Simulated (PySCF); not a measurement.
# C4H7FO3: spin-spin couplings

Wanted: the spin-spin couplings of C4H7FO3 (`CO[C@@H]1OCO[C@H]1F`), by calculation.

The runs use PySCF 2.14.0, with density-fitted response routines of our own; the level of theory stands in each step. All values are computed, except where a source is named. Atoms count from 0, in the outputs and in this text.

## Step 1: The starting structure

15 atoms, charge 0, multiplicity 1; geometry from: GFN2-xTB.

Bonds of the start (Å): C0–O1 1.42, O1–C2 1.39, C2–O3 1.40, O3–C4 1.40, C4–O5 1.41, O5–C6 1.37, C6–F7 1.38, C6–C2 1.54, C0–H8 1.09, C0–H9 1.09, C0–H10 1.09, C2–H11 1.10, C4–H12 1.10, C4–H13 1.10, C6–H14 1.09.

## Step 2: Indirect couplings: B3LYP/pcJ-1

Job settings and geometry (Å):

```
{"job": {"kind": "j", "xc": "B3LYP", "basis": "pcJ-1"}, "charge": 0, "multiplicity": 1}
C     -2.266736     0.042868     0.222084
O     -1.002021    -0.151628     0.832187
C      0.022074     0.560822     0.224646
O      0.326190     0.114282    -1.069387
C      1.336630    -0.853088    -0.970157
O      1.886210    -0.783929     0.331522
C      1.322041     0.271804     0.990834
F      2.142712     1.380303     0.928193
H     -2.576703     1.089417     0.308053
H     -2.237558    -0.240590    -0.832973
H     -2.958794    -0.596888     0.763520
H     -0.211963     1.633792     0.159150
H      2.098863    -0.633947    -1.729371
H      0.938742    -1.868388    -1.114718
H      1.175897     0.043160     2.049608
```

Method: B3LYP/pcJ-1 indirect spin-spin coupling, non-relativistic, gas phase.

Run with:

```bash
$ OMP_NUM_THREADS=1 python probes_run.py task.json out
```

One launch serves the whole session: the jobs run in the order shown.

What will the session give for the following? largest coupling of the table (B3LYP/pcJ-1). Wanted: largest coupling of the table.

The runs gave:

```
                                   quantity                     value
largest coupling of the table (B3LYP/pcJ-1)  1J(C,F) C6–F7, -280.4 Hz
```

Of the pairs tabulated at B3LYP/pcJ-1, C6–F7 couples most strongly (-280.4 Hz; Fermi contact -299.9 Hz). Couplings across rotatable bonds belong to this one conformer; where others are populated, the observed values are averages.
